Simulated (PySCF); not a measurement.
# TiH₁₂O₆ (+2): ligand-field states, part 2 of 2

PySCF 2.14.0. Atoms count from 0. Earlier steps stand in the parts before.

## Step 7: Ligand-field states: state-averaged CASSCF (bond length × 1.05)

Job settings and geometry (Å):

```
{"job": {"kind": "lf", "basis": {"metal": "x2c-TZVPall", "ligand": "x2c-SVPall"}, "nevpt": true, "reuse": true}, "charge": 2, "metal": "Ti", "open_shell": "d2"}
Ti     0.000000     0.000000     0.000000
O      0.000000     0.000000     2.331000
H      0.775000     0.000000     2.906000
H     -0.775000     0.000000     2.906000
O      0.000000     0.000000    -2.331000
H      0.775000     0.000000    -2.906000
H     -0.775000     0.000000    -2.906000
O      2.331000     0.000000     0.000000
H      2.906000     0.775000     0.000000
H      2.906000    -0.775000     0.000000
O     -2.331000     0.000000     0.000000
H     -2.906000     0.775000     0.000000
H     -2.906000    -0.775000     0.000000
O      0.000000     2.331000     0.000000
H      0.000000     2.906000     0.775000
H      0.000000     2.906000    -0.775000
O     -0.000000    -2.331000     0.000000
H     -0.000000    -2.906000     0.775000
H     -0.000000    -2.906000    -0.775000
```

Level: state-averaged CASSCF of the metal d shell, SC-NEVPT2 on the averaged canonical orbitals, state-interaction spin-orbit coupling.

What it wrote:

```text
basis functions 192, electrons 80, active (2e, 5o)
start from the orbitals of the previous structure
stage 1: DIIS on the effective Fock matrix, level shift 0.30
cycle   1  E = -1308.2717343465  dE = -1.308e+03  max|g| = 1.128e+00
cycle   2  E = -1308.5428013654  dE = -2.711e-01  max|g| = 1.475e-01
cycle   3  E = -1308.5560088373  dE = -1.321e-02  max|g| = 2.573e-02
cycle   4  E = -1308.5574122747  dE = -1.403e-03  max|g| = 1.049e-02
cycle   5  E = -1308.5575989147  dE = -1.866e-04  max|g| = 4.738e-03
cycle   6  E = -1308.5576315376  dE = -3.262e-05  max|g| = 2.000e-03
cycle   7  E = -1308.5576377566  dE = -6.219e-06  max|g| = 1.031e-03
cycle   8  E = -1308.5576390482  dE = -1.292e-06  max|g| = 5.321e-04
cycle   9  E = -1308.5576393061  dE = -2.579e-07  max|g| = 2.588e-04
cycle  10  E = -1308.5576393577  dE = -5.163e-08  max|g| = 1.252e-04
cycle  11  E = -1308.5576393685  dE = -1.082e-08  max|g| = 5.782e-05
cycle  12  E = -1308.5576393705  dE = -2.012e-09  max|g| = 2.696e-05
cycle  13  E = -1308.5576393710  dE = -4.659e-10  max|g| = 1.215e-05
cycle  14  E = -1308.5576393711  dE = -9.823e-11  max|g| = 5.423e-06
converged average energy = -1308.5576393711

 mult deg   label        CASSCF/cm-1   NEVPT2/cm-1
   3   3   3Tg                 0.0           0.0
   3   3   3Tg              7117.2        8131.0
   1   3   1Tg             11755.8        9889.6
   1   2   1Eg             12173.6       10276.2
   3   1   3Ag             15524.6       17386.7
   3   3   3Tg             19008.0       17510.0
   1   1   1Ag             22507.9       20398.7
   1   3   1Tg             21530.3       20427.3
   1   3   1Tg             23891.1       22856.8
   1   2   1Eg             29932.0       29632.6
   1   1   1Ag             50346.0       44599.5

spin-orbit levels / cm-1
      0.00  x2  3Tg 1.00
      3.58  x3  3Tg 1.00
    172.34  x3  3Tg 1.00
    257.36  x1  3Tg 1.00
   8163.36  x1  3Tg 1.00
   8177.81  x3  3Tg 0.99
   8251.72  x3  3Tg 1.00
   8253.92  x2  3Tg 1.00
   9991.34  x3  1Tg 0.99
  10364.93  x2  1Eg 1.00
  17476.18  x3  3Ag 1.00
  17485.88  x1  3Tg 1.00
  17545.63  x3  3Tg 1.00
  17656.09  x3  3Tg 1.00
  17658.06  x2  3Tg 1.00
  20492.11  x1  1Ag 1.00
  20524.35  x3  1Tg 1.00
  22948.06  x3  1Tg 1.00
  29725.19  x2  1Eg 1.00
  44692.93  x1  1Ag 1.00
```

Run time: 8.5 s. Hardware: 1 thread of Intel Xeon 6975P-C, shared host; peak memory 0.49 GiB.

Key values:

```
             quantity     value
spin-orbit constant ζ  120 cm⁻¹
```

Powder susceptibility:

```
T (K)  χT (cm³ K/mol)  μ(eff)
    2           0.055    0.66
   20           0.183    1.21
  100           0.621    2.23
  300           1.120    2.99
```

## Step 8: Ligand-field states: state-averaged CASSCF (bond length × 1.09)

Job settings and geometry (Å):

```
{"job": {"kind": "lf", "basis": {"metal": "x2c-TZVPall", "ligand": "x2c-SVPall"}, "nevpt": true, "reuse": true}, "charge": 2, "metal": "Ti", "open_shell": "d2"}
Ti     0.000000     0.000000     0.000000
O      0.000000     0.000000     2.419800
H      0.775000     0.000000     2.994800
H     -0.775000     0.000000     2.994800
O      0.000000     0.000000    -2.419800
H      0.775000     0.000000    -2.994800
H     -0.775000     0.000000    -2.994800
O      2.419800     0.000000     0.000000
H      2.994800     0.775000     0.000000
H      2.994800    -0.775000     0.000000
O     -2.419800     0.000000     0.000000
H     -2.994800     0.775000     0.000000
H     -2.994800    -0.775000     0.000000
O      0.000000     2.419800     0.000000
H      0.000000     2.994800     0.775000
H      0.000000     2.994800    -0.775000
O     -0.000000    -2.419800     0.000000
H     -0.000000    -2.994800     0.775000
H     -0.000000    -2.994800    -0.775000
```

With the program's defaults for keys left out, this is: state-averaged CASSCF of the metal d shell, SC-NEVPT2 on the averaged canonical orbitals, state-interaction spin-orbit coupling.

What it wrote:

```text
basis functions 192, electrons 80, active (2e, 5o)
start from the orbitals of the previous structure
stage 1: DIIS on the effective Fock matrix, level shift 0.30
cycle   1  E = -1308.1966532281  dE = -1.308e+03  max|g| = 1.156e+00
cycle   2  E = -1308.5330765557  dE = -3.364e-01  max|g| = 1.498e-01
cycle   3  E = -1308.5511186291  dE = -1.804e-02  max|g| = 3.327e-02
cycle   4  E = -1308.5532646213  dE = -2.146e-03  max|g| = 1.667e-02
cycle   5  E = -1308.5535667962  dE = -3.022e-04  max|g| = 7.145e-03
cycle   6  E = -1308.5536235407  dE = -5.674e-05  max|g| = 3.043e-03
cycle   7  E = -1308.5536340329  dE = -1.049e-05  max|g| = 1.304e-03
cycle   8  E = -1308.5536361491  dE = -2.116e-06  max|g| = 6.732e-04
cycle   9  E = -1308.5536365749  dE = -4.259e-07  max|g| = 3.342e-04
cycle  10  E = -1308.5536366632  dE = -8.831e-08  max|g| = 1.630e-04
cycle  11  E = -1308.5536366812  dE = -1.792e-08  max|g| = 7.642e-05
cycle  12  E = -1308.5536366848  dE = -3.630e-09  max|g| = 3.589e-05
cycle  13  E = -1308.5536366856  dE = -7.778e-10  max|g| = 1.631e-05
cycle  14  E = -1308.5536366857  dE = -1.651e-10  max|g| = 7.365e-06
converged average energy = -1308.5536366857

 mult deg   label        CASSCF/cm-1   NEVPT2/cm-1
   3   3   3Tg                 0.0           0.0
   3   3   3Tg              5542.2        6355.6
   1   3   1Tg             11788.0        9916.8
   1   2   1Eg             12306.2       10407.9
   3   1   3Ag             12164.7       13693.8
   3   3   3Tg             17652.5       15978.6
   1   3   1Tg             20248.3       18968.4
   1   1   1Ag             21791.7       19893.0
   1   3   1Tg             22411.5       21223.2
   1   2   1Eg             26697.1       26087.8
   1   1   1Ag             48087.8       41912.6

spin-orbit levels / cm-1
      0.00  x2  3Tg 1.00
      4.64  x3  3Tg 1.00
    177.29  x3  3Tg 1.00
    264.81  x1  3Tg 1.00
   6390.99  x1  3Tg 1.00
   6411.86  x3  3Tg 1.00
   6480.65  x3  3Tg 1.00
   6483.78  x2  3Tg 1.00
  10014.36  x3  1Tg 1.00
  10499.13  x2  1Eg 1.00
  13789.88  x3  3Ag 1.00
  15955.45  x1  3Tg 1.00
  16016.11  x3  3Tg 1.00
  16131.18  x3  3Tg 1.00
  16133.01  x2  3Tg 1.00
  19066.67  x3  1Tg 1.00
  19988.80  x1  1Ag 1.00
  21318.03  x3  1Tg 1.00
  26184.05  x2  1Eg 1.00
  42009.69  x1  1Ag 1.00
```

Run time: 8.3 s. Hardware: 1 thread of Intel Xeon 6975P-C, shared host; peak memory 0.49 GiB.

From this job:

```
             quantity     value
spin-orbit constant ζ  121 cm⁻¹
```

Powder susceptibility:

```
T (K)  χT (cm³ K/mol)  μ(eff)
    2           0.042    0.58
   20           0.173    1.18
  100           0.612    2.21
  300           1.129    3.00
```

## Step 9: Ligand field across the series

From the NEVPT2 states (cm⁻¹; the spread is that of the fitted one-electron ligand-field levels):

```
step             setting  ground state   next state  orbital spread  Racah B    ζ  μ(eff), 300 K
   2            as given           3Tg  1Tg at 9785           12007      714  120           2.98
   3  bond length × 0.92           3Tg  1Tg at 9444           19076      695  118           2.95
   4  bond length × 0.95           3Tg  1Tg at 9599           16090      705  118           2.96
   5  bond length × 0.98           3Tg  1Tg at 9720           13510      711  119           2.97
   6  bond length × 1.02           3Tg  3Tg at 9782           10665      716  120           2.98
   7  bond length × 1.05           3Tg  3Tg at 8131            8923      718  120           2.99
   8  bond length × 1.09           3Tg  3Tg at 6356            7034      720  121           3.00
```

## Step 10: Outcome

The summary covers parts 1 to 2.

| quantity | value |
| --- | --- |
| spin-orbit constant ζ (step 2, state-averaged CASSCF) | 120 cm⁻¹ |
| ground multiplicity, μ(eff) at 300 K (step 2, 6 donors at 2.22 Å) | 3, 2.98 μB |
| ground multiplicity, μ(eff) at 300 K (step 3, 6 donors at 2.04 Å) | 3, 2.95 μB |
| ground multiplicity, μ(eff) at 300 K (step 4, 6 donors at 2.11 Å) | 3, 2.96 μB |
| ground multiplicity, μ(eff) at 300 K (step 5, 6 donors at 2.18 Å) | 3, 2.97 μB |
| ground multiplicity, μ(eff) at 300 K (step 6, 6 donors at 2.26 Å) | 3, 2.98 μB |
| ground multiplicity, μ(eff) at 300 K (step 7, 6 donors at 2.33 Å) | 3, 2.99 μB |
| ground multiplicity, μ(eff) at 300 K (step 8, 6 donors at 2.42 Å) | 3, 3.00 μB |

**Reading.** In step 2, χT goes from 0.08 at 2 K to 1.11 cm³ K/mol at 300 K, as higher levels fill or mix in. The spread of the ligand-field levels runs from 7034 cm⁻¹ (bond length × 1.09) to 19076 cm⁻¹ (bond length × 0.92); μ(eff) at 300 K: 2.95 to 3.00 μB.
